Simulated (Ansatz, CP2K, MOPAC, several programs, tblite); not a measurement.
Energy against volume for Ga4AsN3, ordered on the zincblende lattice (P-43m) with 8 atoms a cell, at fixed shape and fractional coordinates, computed by several methods (PBE and r2SCAN, where shown, with plane waves in Ansatz); the cell shown is that of r2SCAN. With free coordinates or axes held, a curve is too stiff, and on another method's shape its minimum isn't the method's own volume. The symmetry is P-43m (No. 215, cubic); a = 4.800 Å in the conventional setting, 13.83 Å³ an atom. Around N lie 4 Ga at 2.02 Å; around Ga lie 3 N at 2.02 Å and 1 As at 2.27 Å; around As lie 4 Ga at 2.27 Å. (Calculated; spin-unpolarised; the phase may be known or hypothetical.) Energies count from each curve's lowest point; fits are third-order Birch-Murnaghan.

```
CELL_PARAMETERS angstrom
4.80029 0.00000 0.00000
0.00000 4.80029 0.00000
0.00000 0.00000 4.80029
ATOMIC_POSITIONS crystal
N 0.50000 0.00000 0.00000
Ga 0.22699 0.77301 0.77301
N 0.00000 0.50000 0.00000
Ga 0.77301 0.22699 0.77301
N 0.00000 0.00000 0.50000
Ga 0.77301 0.77301 0.22699
As 0.50000 0.50000 0.50000
Ga 0.22699 0.22699 0.22699
```

Problem. r2SCAN, on the shape of its own relaxed cell, gives
```csv
V (Å³/atom),E (meV/atom)
12.997,25.18
13.412,5.96
13.826,0.00
14.241,5.35
14.656,20.25
```
What equilibrium volume and bulk modulus follow?

Solution. V₀ = 13.83 Å³ an atom and B₀ = 145 GPa.

PBE/SZV (CP2K), on the shape of the cell shown:
```
V (Å³/atom)  E (meV/atom)
     12.167        284.80
     12.997        121.31
     13.826         36.28
     14.656          0.00
     15.486          2.82
```
The points scatter about a smooth fit, so no fit is quoted.

PBE/DZVP (CP2K), on the shape of the cell shown:
```csv
V (Å³/atom),E (meV/atom)
12.167,199.87
12.997,71.31
13.826,14.01
14.656,0.00
15.486,20.71
```
The points scatter about a smooth fit, so no fit is quoted.

Problem. PM7 (MOPAC), on the shape of the cell shown, as a cluster of 64 atoms at the zone centre, gives
```tsv
V (Å³/atom)	E (meV/atom)
12.167	205.69
12.997	46.86
13.826	0.00
14.656	38.13
15.486	139.85
```
What equilibrium volume and bulk modulus follow?

Solution. V₀ = 13.83 Å³ an atom and B₀ = 270 GPa.

GFN1-xTB (tblite), on the shape of the cell shown, as a cluster of 64 atoms at the zone centre:
```tsv
V (Å³/atom)	E (meV/atom)
12.167	297.29
12.997	148.28
13.826	60.38
14.656	12.84
15.486	0.00
```
The lowest point is an end point, so the minimum isn't bracketed.
